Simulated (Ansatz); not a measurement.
**C4H10FIn: vertical ionisation energy**

How much energy removes an electron from C4H10FIn at fixed geometry? The cation is run at each level and the neutral's energy taken from earlier runs.

The runs use Ansatz 0.2.0, Gaussian basis; unrestricted cation, the program's frozen cores in correlated methods.

The runs, in order: UKS PBE-D4/def2-TZVPP; UKS r2SCAN-D4/def2-TZVPP; UKS PBE0-D4/def2-TZVPP; UKS B3LYP-D4/def2-TZVPP; UKS wB97X-V/def2-TZVPP; UKS wB97M-V/def2-TZVPP; UKS B2PLYP/def2-TZVPP; UHF-CCSD(T)/def2-TZVPP; UHF-MP2/def2-QZVPP; extrapolation to the limit; then −ε(HOMO) from the neutral's earlier runs with LDA (SPW92), PBE-D4, revPBE-D4, BLYP-D4, r2SCAN-D4, B97M-V, PBE0-D4, B3LYP-D4, r2SCANh-D4, r2SCAN0-D4, HSE06-D4, BHLYP-D4, CAM-B3LYP-D4, LC-ωPBE, ωB97X-V, ωB97M-V.

### 1 The geometry

An earlier PBE0-D4/def2-TZVP relaxation fixed the geometry. In takes the def2 core potential; no spin-orbit term is included.

SMILES `C[CH2][In]([F])[CH2]C`, 16 atoms, charge 0, spin multiplicity 1.

Atoms are counted from 1 here; the program's logs count them from 0.

Bond lengths: C1–C2 1.523 Å, C1–H7 1.091 Å, C1–H8 1.095 Å, C1–H9 1.093 Å, C2–In3 2.148 Å, C2–H10 1.093 Å, C2–H11 1.095 Å, In3–F4 1.989 Å, In3–C5 2.149 Å, C5–C6 1.523 Å, C5–H12 1.093 Å, C5–H13 1.095 Å, C6–H14 1.091 Å, C6–H15 1.092 Å, C6–H16 1.095 Å. Angles: C2–C1–H7 111.7°, C2–C1–H8 111.1°, C2–C1–H9 111.8°, H7–C1–H8 108.0°, H7–C1–H9 106.8°, H8–C1–H9 107.2°, C1–C2–In3 112.5°, C1–C2–H10 111.9°, C1–C2–H11 111.0°, In3–C2–H10 108.9°, In3–C2–H11 105.8°, H10–C2–H11 106.3°, C2–In3–F4 105.7°, C2–In3–C5 148.4°, F4–In3–C5 105.9°, In3–C5–C6 112.6°, In3–C5–H12 108.7°, In3–C5–H13 105.9° and more.

As a file:

```xyz
16
C4H10FIn
C     2.0070   -2.2391    0.2926
C     0.5857   -2.1083   -0.2384
In   -0.2316   -0.1456    0.0713
F     0.7382    0.6008    1.6397
C    -1.6427    1.3630   -0.5195
C    -1.2456    2.7545   -0.0457
H     2.0760   -1.9353    1.3385
H     2.3626   -3.2718    0.2162
H     2.7075   -1.6133   -0.2658
H     0.5231   -2.3541   -1.3013
H    -0.0909   -2.7972    0.2775
H    -1.7659    1.3216   -1.6046
H    -2.6031    1.0602   -0.0902
H    -1.0687    2.7792    1.0307
H    -0.3258    3.0984   -0.5243
H    -2.0259    3.4868   -0.2769
```

### 2 Cation, UKS PBE-D4/def2-TZVPP

in.yaml reads:

```yaml
crystal:
  periodic: [false, false, false]
  atoms:
    - {symbol: C, position_ang: [2.007040, -2.239070, 0.292574]}
    - {symbol: C, position_ang: [0.585736, -2.108251, -0.238392]}
    - {symbol: In, position_ang: [-0.231591, -0.145606, 0.071324]}
    - {symbol: F, position_ang: [0.738171, 0.600847, 1.639702]}
    - {symbol: C, position_ang: [-1.642738, 1.363009, -0.519478]}
    - {symbol: C, position_ang: [-1.245560, 2.754512, -0.045686]}
    - {symbol: H, position_ang: [2.076029, -1.935319, 1.338549]}
    - {symbol: H, position_ang: [2.362587, -3.271771, 0.216206]}
    - {symbol: H, position_ang: [2.707532, -1.613336, -0.265780]}
    - {symbol: H, position_ang: [0.523066, -2.354131, -1.301253]}
    - {symbol: H, position_ang: [-0.090868, -2.797195, 0.277522]}
    - {symbol: H, position_ang: [-1.765858, 1.321649, -1.604551]}
    - {symbol: H, position_ang: [-2.603149, 1.060232, -0.090209]}
    - {symbol: H, position_ang: [-1.068658, 2.779247, 1.030678]}
    - {symbol: H, position_ang: [-0.325832, 3.098370, -0.524271]}
    - {symbol: H, position_ang: [-2.025898, 3.486813, -0.276925]}
basis:
  gaussian: {orbitals: def2-TZVPP}
total_charge: 1
magnetization: {spin_polarized: true, initial_magnetization: 1}
hamiltonian: {xc: pbe, dispersion: d4}
```

Command:

```
ansatz run in.yaml --threads 2 --pin off --events-out ev --progress --plain --max-ram 32768MiB --backend cuda --devices 0, --max-vram 18GiB
```

After this run come: Cation, UKS r2SCAN-D4/def2-TZVPP; Cation, UKS PBE0-D4/def2-TZVPP; Cation, UKS B3LYP-D4/def2-TZVPP; Cation, UKS wB97X-V/def2-TZVPP; Cation, UKS wB97M-V/def2-TZVPP; Cation, UKS B2PLYP (frozen core)/def2-TZVPP; Cation, UHF-CCSD(T)/def2-TZVPP; Cation, UHF-MP2/def2-QZVPP.

Q: Predict the results of all the runs planned. Wanted: ionisation energy, CCSD(T)/CBS; nearest functional by difference; nearest −ε(HOMO); −ε(HOMO) of PBE; T1 of the cation.

**Answer**, as computed:

```
                        quantity               value
  ionisation energy, CCSD(T)/CBS             9.24 eV
nearest functional by difference  ωB97M-V (-0.11 eV)
                nearest −ε(HOMO)  ωB97M-V (-0.04 eV)
                 −ε(HOMO) of PBE             5.97 eV
                T1 of the cation               0.021
```

In words: By cation minus neutral, the functionals miss by 0.63 eV at most. The PBE orbital energy is 3.3 eV too small: a semilocal HOMO is no ionisation energy. Among orbital estimates ωB97M-V comes nearest. Hartree-Fock falls 1.03 eV short, as the neutral has more correlation energy than the cation. Correlated methods include outer-core shells of In, which these sets cover unevenly. With outer-core shells in play the reference is unsure by up to some tenths of an eV, so close misses can't be ranked.
